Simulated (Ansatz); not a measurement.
**C3H9AlS: one species, many methods**

Aim: compute C3H9AlS with functionals from several rungs and with coupled cluster, and see how far each lands from CCSD(T) at the basis-set limit for the atomisation energy.

Method: functionals in def2-TZVPP, the program's frozen cores in correlated methods; program: Ansatz 0.2.0, Gaussian basis.

Plan: PBE-D4, r2SCAN-D4, PBE0-D4, B3LYP-D4, ωB97X-V, ωB97M-V, B2PLYP; CCSD(T)/def2-TZVPP; MP2/def2-QZVPP; extrapolation to the limit.

**1. Structure used throughout**

All runs share one geometry, relaxed beforehand with PBE0-D4 in a triple-zeta def2 set.

SMILES `[CH3][Al]([CH3])[CH2]S`, 14 atoms, charge 0, spin multiplicity 1.

Atoms are counted from 1 here; the program's logs count them from 0.

Bond lengths: C1–Al2 1.956 Å, C1–H6 1.096 Å, C1–H7 1.094 Å, C1–H8 1.094 Å, Al2–C3 1.959 Å, Al2–C4 1.962 Å, C3–H9 1.096 Å, C3–H10 1.094 Å, C3–H11 1.094 Å, C4–S5 1.858 Å, C4–H12 1.087 Å, C4–H13 1.091 Å, S5–H14 1.344 Å. Angles: Al2–C1–H6 110.8°, Al2–C1–H7 112.2°, Al2–C1–H8 111.9°, H6–C1–H7 107.1°, H6–C1–H8 106.8°, H7–C1–H8 107.7°, C1–Al2–C3 123.7°, C1–Al2–C4 117.8°, C3–Al2–C4 118.3°, Al2–C3–H9 110.4°, Al2–C3–H10 112.0°, Al2–C3–H11 112.9°, H9–C3–H10 106.6°, H9–C3–H11 106.9°, H10–C3–H11 107.8°, Al2–C4–S5 82.5°, Al2–C4–H12 127.3°, Al2–C4–H13 116.9° and more.

Geometry (Å):

```xyz
14
charge 0, multiplicity 1
C    -1.5059    1.3431    0.6205
Al   -0.0113    0.1611    0.1802
C     0.6010   -1.2959    1.3384
C     1.0096    0.5431   -1.4516
S    -0.1575   -0.7050   -2.1815
H    -1.2131    2.0735    1.3830
H    -1.8560    1.9072   -0.2484
H    -2.3587    0.7892    1.0233
H     1.0225   -0.8942    2.2667
H    -0.2185   -1.9598    1.6290
H     1.3792   -1.9094    0.8748
H     2.0351    0.2544   -1.6695
H     0.7757    1.4711   -1.9747
H     0.4851   -1.8076   -1.7615
```

**2. PBE-D4 (GGA)**

Contents of in.yaml:

```yaml
crystal:
  periodic: [false, false, false]
  atoms:
    - {symbol: C, position_ang: [-1.505860, 1.343145, 0.620538]}
    - {symbol: Al, position_ang: [-0.011340, 0.161074, 0.180194]}
    - {symbol: C, position_ang: [0.601046, -1.295856, 1.338400]}
    - {symbol: C, position_ang: [1.009584, 0.543064, -1.451600]}
    - {symbol: S, position_ang: [-0.157490, -0.704982, -2.181536]}
    - {symbol: H, position_ang: [-1.213112, 2.073500, 1.382992]}
    - {symbol: H, position_ang: [-1.855988, 1.907206, -0.248418]}
    - {symbol: H, position_ang: [-2.358672, 0.789168, 1.023339]}
    - {symbol: H, position_ang: [1.022462, -0.894210, 2.266735]}
    - {symbol: H, position_ang: [-0.218529, -1.959844, 1.628983]}
    - {symbol: H, position_ang: [1.379185, -1.909366, 0.874799]}
    - {symbol: H, position_ang: [2.035100, 0.254444, -1.669472]}
    - {symbol: H, position_ang: [0.775746, 1.471082, -1.974698]}
    - {symbol: H, position_ang: [0.485066, -1.807624, -1.761455]}
basis:
  gaussian: {orbitals: def2-TZVPP}
hamiltonian: {xc: pbe, dispersion: d4}
output: {forces: true, orbitals: {seedname: orbitals}}
```

Run with:

```
ansatz run in.yaml --threads 4 --pin off --events-out ev --progress --plain --max-ram 10444MiB
```

Further steps of the session: r2SCAN-D4 (meta-GGA); PBE0-D4 (hybrid); B3LYP-D4 (hybrid); ωB97X-V (range-separated); ωB97M-V (range-separated); B2PLYP (double hybrid); CCSD(T) in def2-TZVPP; MP2 in def2-QZVPP.

**Question.** What will the summary of the whole plan be? Wanted: atomisation energy, CCSD(T)/CBS; farthest; mean size of error, hybrid; mean size of error, range-separated; gap, smallest and largest; T1 diagnostic; triples share of the correlation energy.

The runs gave:

| quantity | value |
| --- | --- |
| atomisation energy, CCSD(T)/CBS | 51.588 eV |
| functionals within 0.258 eV (0.5 %) | r2SCAN-D4, PBE0-D4, B3LYP-D4, ωB97X-V, ωB97M-V |
| farthest | B2PLYP (-0.659 eV) |
| mean size of error, hybrid | 0.106 eV |
| mean size of error, range-separated | 0.159 eV |
| gap, smallest and largest | 4.68 eV (PBE-D4), 10.98 eV (ωB97X-V) |
| T1 diagnostic | 0.0103 |
| triples share of the correlation energy | 4.0 % |

**Reading.** PBE-D4 misses by +0.630 eV. Double hybrids carry the basis error of their MP2 part in triple zeta, and no dispersion term here, so their miss is partly the set-up's. Misses under about 0.258 eV are within the doubt on the reference itself, which lacks core-valence correlation, relativity and higher excitations. Hartree-Fock recovers 75 % of the binding; the rest is correlation. The gap grows from 4.7 to 11.0 eV across the functionals, mostly with the share of exact exchange.
